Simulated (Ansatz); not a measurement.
CsRu in Ansatz: convergence with k mesh

Input of the first run (k mesh 2 × 2 × 2); the others differ in this setting and in those tied to it:

Contents of input.yaml:

```yaml
crystal:
  lattice:
    - [4.17560009, 0.0, 0.0]
    - [-2.08780005, 3.61617576, 0.0]
    - [0.0, 0.0, 4.52413933]
  atoms:
    - { symbol: Cs, position: [-0.01121, -0.002317, 0.040083] }
    - { symbol: Ru, position: [0.335421, 0.684838, 0.492273] }
hamiltonian:
  xc: lda
  pseudopotentials: { kind: paw, source: jth, xc_functional: pbe }
kpoints:
  mp_grid: { grid: [2, 2, 2] }
scf:
  occupations: { method: cold, width: 0.1 }
output:
  forces: true
  stress: true
  eigenvalues: true
```

Potentials or basis: JTH PAW.

The run is started by

```console
$ ansatz run input.yaml --threads 2 --pin off --max-ram 5632MiB --backend cpu --events-out ev --progress --plain --runs-dir out
```

The cell isn't the ideal one: atoms moved at random, drawn with an rms of 0.05 Å.

The cell was built by a generator and needn't be a form met in nature.

Hardware: 2 threads of Arm Neoverse V1, on a shared host.

Problem. The values tried are 2 × 2 × 2, 3 × 3 × 2, 4 × 4 × 3, 4 × 4 × 4, 5 × 5 × 4, 7 × 7 × 5, 8 × 8 × 7, 10 × 10 × 8, 12 × 12 × 10, loosest first. From which on does the pressure stay within 0.1 GPa of the tightest run that finished?

Solution. From 7 × 7 × 5 on.

| k mesh | energy less the tightest run, at zero smearing (meV/atom) | pressure (GPa) | largest force (eV/Å) | SCF cycles | CPU time (s) | peak memory (GiB) |
| --- | --- | --- | --- | --- | --- | --- |
| 2 × 2 × 2 | -8.78 | -6.72 | 0.355 | 14 | 6.5 | 0.61 |
| 3 × 3 × 2 | 42.41 | -7.15 | 0.219 | 13 | 12 | 0.6 |
| 4 × 4 × 3 | -12.46 | -6.96 | 0.149 | 12 | 26 | 0.71 |
| 4 × 4 × 4 | -21.39 | -7.13 | 0.160 | 11 | 34 | 0.78 |
| 5 × 5 × 4 | 2.53 | -6.87 | 0.092 | 12 | 55 | 0.9 |
| 7 × 7 × 5 | -1.74 | -7.02 | 0.110 | 12 | 130 | 1.4 |
| 8 × 8 × 7 | -0.39 | -6.97 | 0.112 | 12 | 250 | 2.2 |
| 10 × 10 × 8 | 0.04 | -6.98 | 0.109 | 12 | 400 | 3.5 |
| 12 × 12 × 10 | 0.00 | -6.98 | 0.111 | 12 | 820 | 4.3 |

Against the tightest run, the energy stays within 1 meV/atom from 8 × 8 × 7 on; the largest force stays within 0.005 eV/Å from 7 × 7 × 5 on. Meshes of other sizes hit other points, so gaps and Fermi surfaces needn't settle smoothly. The tightest run that finished is the yardstick and may itself not be fully converged.

The run has no spin-orbit coupling, so splittings on Cs are missing.
